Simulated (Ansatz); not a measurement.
Wanted: the native input for an Ansatz 0.2.0 run.

| Item | Value |
| --- | --- |
| Task | single point |
| Functional | PBE |
| Potentials or basis | Ansatz PAW |
| Cutoff | 420 eV (not typed: the program's choice for these potentials) |
| k mesh | 7 × 7 × 7 |
| Occupations | fermi-dirac, width 0.05 eV |
| Spin | no spin polarisation |

Crystal: Be4CuGe.

```
CELL_PARAMETERS angstrom
0.00000 3.12305 3.12305
3.12305 0.00000 3.12305
3.12305 3.12305 0.00000
ATOMIC_POSITIONS crystal
Ge 0.00000 0.00000 0.00000
Cu 0.25000 0.25000 0.25000
Be 0.12706 0.62431 0.62431
Be 0.62431 0.62431 0.62431
Be 0.62431 0.62431 0.12706
Be 0.62431 0.12706 0.62431
```

The cell comes from a database or a generator and needn't be the stable form of this composition.

The input as run:

input.yaml

```yaml
crystal:
  lattice:
    - [0.0, 3.123046, 3.123046]
    - [3.123046, 0.0, 3.123046]
    - [3.123046, 3.123046, 0.0]
  atoms:
    - { symbol: Ge, position: [0.0, 0.0, 0.0] }
    - { symbol: Cu, position: [0.25, 0.25, 0.25] }
    - { symbol: Be, position: [0.127061, 0.624313, 0.624313] }
    - { symbol: Be, position: [0.624313, 0.624313, 0.624313] }
    - { symbol: Be, position: [0.624313, 0.624313, 0.127061] }
    - { symbol: Be, position: [0.624313, 0.127061, 0.624313] }
hamiltonian:
  xc: pbe
  pseudopotentials: { kind: paw }
kpoints:
  mp_grid: { grid: [7, 7, 7] }
scf:
  occupations: { method: fermi_dirac, width: 0.05 }
output:
  forces: true
  stress: true
  eigenvalues: true
  write_density: true
  write_potential: true
  elf: true
  volumetric_format: npy
```

Potentials or basis: Ansatz PAW.

Run with:

```sh
$ ansatz run input.yaml --threads 2 --pin off --max-ram 5120MiB --backend cpu --events-out ev --progress --plain --runs-dir out
```

Results of the run:

```yaml
Pressure: 0.7 GPa
Band_gap_on_the_k_mesh: none (metal or under the smearing width)
```

Wall time 5.1 s on 2 threads of Intel(R) Xeon(R) Processor @ 2.50GHz (Skylake/Cascade Lake), with other jobs on the host, peak memory 0.37 GiB.
